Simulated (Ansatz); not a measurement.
Crystal: MgVCl2O.

```
V Cl Mg O
1.0
     6.62034   -1.96158    0.00000
     6.62034    1.96158    0.00000
    -1.39572    0.00000    4.08633
V Cl Mg O
1 2 1 1
Direct
  0.00143 0.00143 0.97846
  0.63023 0.63023 0.11155
  0.36778 0.36778 0.84648
  0.49092 0.49092 0.46643
  0.99610 0.99610 0.47359
```

The cell comes from a database or a generator and needn't be the stable form of this composition.

Base run:

```yaml
Program: Ansatz 0.2.0
Functional: PBE
Potentials_or_basis: Ansatz PAW
Cutoff: 420 eV
Density_cutoff: 1680 eV
k_mesh: 7 × 7 × 7
Occupations: fermi-dirac, width 0.05 eV
Spin: collinear spin, ferromagnetic start
Starting_moments: "[2.0, 0.0, 0.0, 0.0, 0.0] μB"
```

Its results: band gap on the k mesh 0.52 eV, indirect (least direct gap 0.65 eV); pressure -1.8 GPa; net moment 3.00 μB per cell; site moments V +2.18; Cl +0.00; Mg +0.00; O +0.05 μB; largest force 0.304 eV/Å.

Q: The run is repeated on the same cell with these changes: functional from PBE to RPBE; occupations from fermi-dirac, width 0.05 eV to gaussian, width 0.1 eV. What comes out?

A: Band gap on the k mesh 0.61 eV, indirect (least direct gap 0.73 eV); pressure 0.4 GPa; net moment 3.00 μB per cell; site moments V +2.20; Cl -0.00; Mg +0.00; O +0.05 μB; largest force 0.105 eV/Å.

Caveats: odd divisions of the mesh miss points on the zone boundary, where band edges often lie, so the gap on the mesh can be too wide; the potentials were made for another functional, which shifts forces and pressure (some runs); the PAW data sets come from PBE, with cores solved anew for the run's functional, which leaves a small shift of forces and pressure (some runs).

A k mesh can miss the band edges.

Not every run made on this cell is shown here.
